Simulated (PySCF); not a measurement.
# C5H13FSi: magnetic properties

What do calculations give for the magnetic properties of C5H13FSi (`C[SiH2]CC(C)(C)F`)?

Programs: PySCF 2.14.0, with routines of our own; each step states its level. All values are computed. Atoms count from 0.

## 1. The system as given

20 atoms, charge 0, multiplicity 1; geometry from: GFN2-xTB.

## 2. Magnetic properties: GIAO BHandHLYP/pcSseg-1

What the job is given:

```
{"job": {"kind": "mag", "xc": "BHandHLYP", "basis": "pcSseg-1", "isotopologues": 2}, "charge": 0, "multiplicity": 1}
C      3.177221    -0.082124    -0.661708
Si     1.501210     0.795603    -0.515370
C      0.184609    -0.542386    -0.152706
C     -1.131349    -0.013304     0.406062
C     -1.834442     0.942219    -0.548912
C     -2.058853    -1.150058     0.830549
F     -0.832379     0.716068     1.565140
H      3.166256    -0.840645    -1.439071
H      3.455371    -0.568557     0.268866
H      3.960886     0.626902    -0.907642
H      1.539083     1.793981     0.554291
H      1.186697     1.446605    -1.799228
H     -0.037383    -1.111513    -1.055873
H      0.592593    -1.250179     0.572164
H     -2.059632     0.436234    -1.482822
H     -1.197406     1.798169    -0.752056
H     -2.761605     1.297088    -0.104188
H     -1.569277    -1.774846     1.574350
H     -2.970945    -0.748075     1.265988
H     -2.315803    -1.760503    -0.030564
```

With the program's defaults for keys left out, this is: GIAO BHandHLYP/pcSseg-1 magnetisability, rotational g tensor and spin-rotation constants, non-relativistic, gas phase.

The run is started by

```console
OMP_NUM_THREADS=1 python excited_run.py task.json out
```

This one command runs all jobs of the session in turn.

The log of the run:

```text
coarse grid: 16200 points
cycle   1  E = -587.3838863174  dE =  5.336e-01  |g| = 5.957e-01  |ddm| = 3.623e+00
cycle   2  E = -587.4032844471  dE = -1.940e-02  |g| = 5.920e-01  |ddm| = 7.699e-01
cycle   3  E = -587.4588835854  dE = -5.560e-02  |g| = 6.478e-02  |ddm| = 3.964e-01
cycle   4  E = -587.4594854509  dE = -6.019e-04  |g| = 3.142e-02  |ddm| = 6.006e-02
cycle   5  E = -587.4597050278  dE = -2.196e-04  |g| = 3.438e-03  |ddm| = 2.735e-02
cycle   6  E = -587.4597078328  dE = -2.805e-06  |g| = 7.675e-04  |ddm| = 4.049e-03
final grid: 149408 points
cycle   7  E = -587.4975687962  dE = -2.064e-05  |g| = 4.298e-03  |ddm| = 1.574e-02
cycle   8  E = -587.4975691504  dE = -3.542e-07  |g| = 4.360e-03  |ddm| = 6.396e-03
cycle   9  E = -587.4975727922  dE = -3.642e-06  |g| = 4.087e-04  |ddm| = 2.971e-03
cycle  10  E = -587.4975728179  dE = -2.574e-08  |g| = 1.283e-04  |ddm| = 3.593e-04
cycle  11  E = -587.4975728212  dE = -3.317e-09  |g| = 2.120e-05  |ddm| = 1.129e-04
cycle  12  E = -587.4975728213  dE = -9.777e-11  |g| = 3.997e-06  |ddm| = 2.544e-05
converged SCF energy = -587.4975728213

Magnetisability tensor (1e-30 J/T^2)
    -1454.54       -3.60        4.91
       -3.60    -1437.27       -7.99
        4.91       -7.99    -1446.95
isotropic -1446.25   principal values   -1456.96  -1450.39  -1431.42
isotropic susceptibility -87.095 1e-6 cm^3/mol

Inertial axes            a          b          c
rot. const./GHz      3.9156     1.0888     1.0485
chi total           -87.723    -86.250    -87.313
chi diamagnetic    -443.195  -1253.090  -1316.546
chi paramagnetic    355.472   1166.841   1229.233
quadrupole/D A        2.269      0.757     -3.026
g nuclear            0.6382     0.5922     0.6026
g electronic        -0.6539    -0.5969    -0.6055
g total             -0.0157    -0.0047    -0.0029

Spin-rotation constants (kHz, H = +C I.J)
atom  isotope        aa         bb         cc
  6    19F        2.654      0.738      0.686
  7     1H       -0.424     -0.102     -0.021
  8     1H       -0.434     -0.048     -0.071
  9     1H       -0.092     -0.090     -0.121
 10     1H       -0.355     -0.077      0.026
 11     1H       -0.347     -0.021     -0.032
 12     1H       -0.438     -0.131      0.019
 13     1H       -0.431      0.005     -0.103
 14     1H       -0.470     -0.124      0.026
 15     1H       -0.178     -0.042     -0.115
 16     1H        0.022     -0.101     -0.113
 17     1H       -0.421     -0.006     -0.085
 18     1H        0.027     -0.102     -0.111
 19     1H       -0.451     -0.120      0.021
  0    13C*       0.431      0.114      0.105
  1   29Si*      -2.110     -0.621     -0.622
  2    13C*       0.535      0.188      0.181
  3    13C*       1.173      0.317      0.182
  4    13C*       0.692      0.152      0.169
* in the singly substituted isotopologue

Isotopologues: g along a, b, c
2H    at 7,8,9,10,11,12    -0.0126    -0.0040    -0.0024
13C   at 0                 -0.0157    -0.0046    -0.0028
```

Wall time 27 s (1 thread of Arm Neoverse V2, shared host); peak memory 0.95 GiB.

Key values:

```
              quantity                      value
       magnetisability           -1446·10⁻³⁰ J/T²
  molar susceptibility         -87.1·10⁻⁶ cm³/mol
rotational g (a, b, c)  -0.0157, -0.0047, -0.0029
```

## 3. Magnetic properties: common gauge origin PBE/pcSseg-0

Settings changed since step 2:

```diff
@@ -1,2 +1,2 @@
-{"job": {"kind": "mag", "xc": "BHandHLYP", "basis": "pcSseg-1", "isotopologues": 2}, "charge": 0, "multiplicity": 1}
+{"job": {"kind": "mag", "xc": "PBE", "basis": "pcSseg-0", "gauge": [0, 0, 0], "scf": {"guess": "sap"}}, "charge": 0, "multiplicity": 1}
 C      3.177221    -0.082124    -0.661708
```

With the program's defaults for keys left out, this is: common gauge origin PBE/pcSseg-0 magnetisability, rotational g tensor and spin-rotation constants, non-relativistic, gas phase.

The log of the run:

```text
final grid: 149408 points
cycle   1  E = -570.7276947134  dE =  1.161e+01  |g| = 5.651e+00  |ddm| = 3.314e+01
cycle   2  E = -517.0483280837  dE =  5.368e+01  |g| = 1.072e+01  |ddm| = 5.080e+01
cycle   3  E = -582.2872860592  dE = -6.524e+01  |g| = 3.715e+00  |ddm| = 4.155e+01
cycle   4  E = -585.4628342056  dE = -3.176e+00  |g| = 1.711e+00  |ddm| = 5.894e+00
cycle   5  E = -586.1403337929  dE = -6.775e-01  |g| = 3.828e-01  |ddm| = 2.461e+00
cycle   6  E = -586.1666733455  dE = -2.634e-02  |g| = 3.071e-01  |ddm| = 7.353e-01
cycle   7  E = -586.1827224913  dE = -1.605e-02  |g| = 1.168e-01  |ddm| = 3.659e-01
cycle   8  E = -586.1859886901  dE = -3.266e-03  |g| = 5.170e-02  |ddm| = 2.123e-01
cycle   9  E = -586.1866438427  dE = -6.552e-04  |g| = 1.056e-02  |ddm| = 8.452e-02
cycle  10  E = -586.1866727953  dE = -2.895e-05  |g| = 3.410e-03  |ddm| = 2.109e-02
cycle  11  E = -586.1866756162  dE = -2.821e-06  |g| = 7.715e-04  |ddm| = 6.253e-03
cycle  12  E = -586.1866757753  dE = -1.591e-07  |g| = 9.777e-05  |ddm| = 1.363e-03
cycle  13  E = -586.1866757780  dE = -2.734e-09  |g| = 3.797e-05  |ddm| = 2.148e-04
cycle  14  E = -586.1866757783  dE = -2.838e-10  |g| = 1.667e-05  |ddm| = 6.003e-05
converged SCF energy = -586.1866757783

Magnetisability tensor (1e-30 J/T^2)
    -5554.87      640.56    -2361.63
      640.56   -12327.78     -367.09
    -2361.63     -367.09   -11938.89
isotropic -9940.51   principal values  -12774.97 -12339.04  -4707.53
isotropic susceptibility -598.632 1e-6 cm^3/mol

Inertial axes            a          b          c
rot. const./GHz      3.9156     1.0888     1.0485
chi total          -283.762   -743.032   -769.101
chi diamagnetic    -443.917  -1253.737  -1317.095
chi paramagnetic    160.155    510.705    547.994
quadrupole/D A        2.409      0.770     -3.179
g nuclear            0.6382     0.5922     0.6026
g electronic        -0.2946    -0.2612    -0.2699
g total              0.3436     0.3310     0.3327

Spin-rotation constants (kHz, H = +C I.J)
atom  isotope        aa         bb         cc
  6    19F        2.878      0.703      0.450
  7     1H       -0.283      0.120      0.192
  8     1H       -0.149     -0.069      0.007
  9     1H       -0.659      0.893      0.727
 10     1H       -0.245     -0.484     -0.319
 11     1H       -0.032     -0.218     -0.075
 12     1H       -0.328     -0.492     -0.526
 13     1H       -0.592     -0.663     -0.523
 14     1H       -0.161     -0.113     -0.250
 15     1H        0.092     -0.794     -0.477
 16     1H       -0.303      0.144      0.334
 17     1H        0.039     -0.291     -0.018
 18     1H       -1.019      0.520      0.416
 19     1H       -0.180     -0.063      0.028
  0    13C*       0.172      0.093      0.069
  1   29Si*      -1.750     -0.453     -0.473
  2    13C*       0.078     -0.105     -0.106
  3    13C*       0.331      0.024     -0.076
  4    13C*       0.295      0.022      0.057
* in the singly substituted isotopologue
```

It took 11 s on 1 thread of Arm Neoverse V2, shared host; peak memory 0.46 GiB.

The run ended normally, but its values are not to be used for the molecule: a common gauge origin replaces GIAOs, so the magnetic properties depend on where the origin lies.

## 4. What came out

| quantity | value |
| --- | --- |
| magnetisability (step 2, GIAO BHandHLYP/pcSseg-1) | -1446·10⁻³⁰ J/T² |
| molar susceptibility (step 2, GIAO BHandHLYP/pcSseg-1) | -87.1·10⁻⁶ cm³/mol |
| rotational g (a, b, c) (step 2, GIAO BHandHLYP/pcSseg-1) | -0.0157, -0.0047, -0.0029 |
| runs | 0 failed, 1 ended on unsound input |

In words: The values above hold for this geometry and these levels alone. Vibrational averaging and real surroundings are missing from these values.
